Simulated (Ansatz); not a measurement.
# NiI2: the cost of one run

Program: Ansatz 0.2.0. Level of theory: DFT LDA+U (U = 8 eV, J = 0.9 eV on Ni d), plane waves, PAW. These are calculated values, not measurements.

**1. The starting structure**

Symmetry: R-3m, No. 166, trigonal system. The conventional cell has a = 3.895 Å, b = 3.895 Å, c = 19.630 Å, α = 90.00°, β = 90.00°, γ = 120.00°. Ni (site symmetry -3m) is surrounded by 6 I at 2.78 Å. I (site symmetry 3m) has 3 Ni at 2.78 Å as nearest neighbours.

Structure file:

```
CELL_PARAMETERS angstrom
1.94750 1.12439 6.54333
-1.94750 1.12439 6.54333
0.00000 -2.24878 6.54333
ATOMIC_POSITIONS crystal
Ni 0.00000 0.00000 0.00000
I 0.25000 0.25000 0.25000
I 0.75000 0.75000 0.75000
```

Magnetic order typed: ferromagnetic.

**2. From atoms, symmetry kept, no search**

input.yaml reads:

```yaml
crystal:
  lattice:
    - [1.94750011, 1.12438971, 6.5433296]
    - [-1.94750011, 1.12438971, 6.5433296]
    - [0.0, -2.24877942, 6.5433296]
  atoms:
    - { symbol: Ni, position: [0.0, 0.0, 0.0], spin: 2.0 }
    - { symbol: I, position: [0.25, 0.25, 0.25] }
    - { symbol: I, position: [0.75, 0.75, 0.75] }
basis:
  ecutwfc: 420
  ecutrho_ratio: 4
kpoints:
  mp_grid: { grid: [6, 6, 6] }
hamiltonian:
  xc: lda
  hubbard: { sites: [{ site: 0, l: d, u: 8.0, j: 0.9 }] }
scf:
  occupations: { method: gaussian, width: 0.05 }
  lower_state_search: "off"
  max_iter: 150
output:
  forces: true
  stress: true
  eigenvalues: true
  populations: true
  hubbard: { sites: [{ site: 0, l: d }] }
magnetization:
  spin_polarized: true
```

Command:

```
> ansatz run input.yaml --threads 2 --pin off --max-ram 3072MiB --backend cpu --events-out ev --progress --plain --runs-dir out
```

Q: Estimate wall time and peak memory on 2 threads of Arm Neoverse N1, shared host.

About 17 s, with a peak of 0.48 GiB.
